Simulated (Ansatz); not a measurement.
Run this with the Python package of Ansatz (0.2.0) and show what comes out.

Script `albrcl.py`:
```python
# -*- coding: utf-8 -*-
import logging
import sys

import ansatz as az
import numpy as np

logging.basicConfig(stream=sys.stdout, format='[%(levelname)s] %(message)s')
logger = logging.getLogger('ansatz_job')
logger.setLevel(logging.INFO)

BASIS = 'def2-SVP'
FUNCTIONAL = 'r2scan0'

geometry_ang = [
    ('Cl', (0.4623, 1.8453, 0.4449)),
    ('Al', (-0.6779, 0.1307, -0.3539)),
    ('Br', (0.2046, -2.0408, -0.1042)),
]
albrcl = az.Crystal.molecule()
for symbol, xyz in geometry_ang:
    albrcl = albrcl.atom(symbol, xyz)

symbols = [site.symbol for site in albrcl.cartesian_sites]
start = np.array([site.position_ang for site in albrcl.cartesian_sites])
axis = (start[0] - start[1]) / np.linalg.norm(start[0] - start[1])
moving = [0]
lengths, energies = [1.944, 2.032, 2.12, 2.209, 2.297, 2.385, 2.474, 2.606], []
for length in lengths:
    xyz = start.copy()
    xyz[moving] += (length - np.linalg.norm(start[0] - start[1])) * axis
    point = az.Crystal.molecule()
    for symbol, place in zip(symbols, xyz):
        point = point.atom(symbol, place.tolist())
    base = point.calculation()
    base = base.basis(gaussian=BASIS)
    base = base.functional(FUNCTIONAL)
    base = base.spin('collinear', total=1)
    data = base.run(threads=1, backend='cpu').report
    energies.append(data['free_energy_ev'])
    logger.info(f'r = {length:6.3f} A  E = {energies[-1]:.5f} eV  <S^2> = {abs(data["mean_field"]["state"]["spin_squared"]):.3f}')

fit = np.polynomial.Polynomial.fit(lengths, np.array(energies) - min(energies), 4).convert()
roots = [r.real for r in fit.deriv().roots() if abs(r.imag) < 1e-9 and fit.deriv(2)(r.real) > 0]
r_e = min(roots, key=lambda r: abs(r - lengths[int(np.argmin(energies))]))
logger.info(f'minimum of the fit at {r_e:.4f} A, force constant {fit.deriv(2)(r_e):.2f} eV/A^2')
```

```console
$ python albrcl.py
[INFO] r =  1.944 A  E = -89151.87397 eV  <S^2> = 0.753
[INFO] r =  2.032 A  E = -89152.08997 eV  <S^2> = 0.753
[INFO] r =  2.120 A  E = -89152.13270 eV  <S^2> = 0.753
[INFO] r =  2.209 A  E = -89152.05580 eV  <S^2> = 0.754
[INFO] r =  2.297 A  E = -89151.90079 eV  <S^2> = 0.754
[INFO] r =  2.385 A  E = -89151.69576 eV  <S^2> = 0.755
[INFO] r =  2.474 A  E = -89151.45849 eV  <S^2> = 0.756
[INFO] r =  2.606 A  E = -89151.08299 eV  <S^2> = 0.758
[INFO] minimum of the fit at 2.1037 A, force constant 16.52 eV/A^2
```

Total energies depend on the basis set; only differences at equal settings carry meaning. The rest of the molecule is held rigid at a force-field or estimated start geometry, and the basis set is modest; single-reference methods fail as a bond breaks. The run takes the species as open-shell (spin multiplicity 2), which needn't be its ground state. Spin-orbit coupling of the heavy open-shell atom is left out. Run time: 51 s on 1 thread of Arm Neoverse V2 (shared host), peak memory 0.29 GiB.
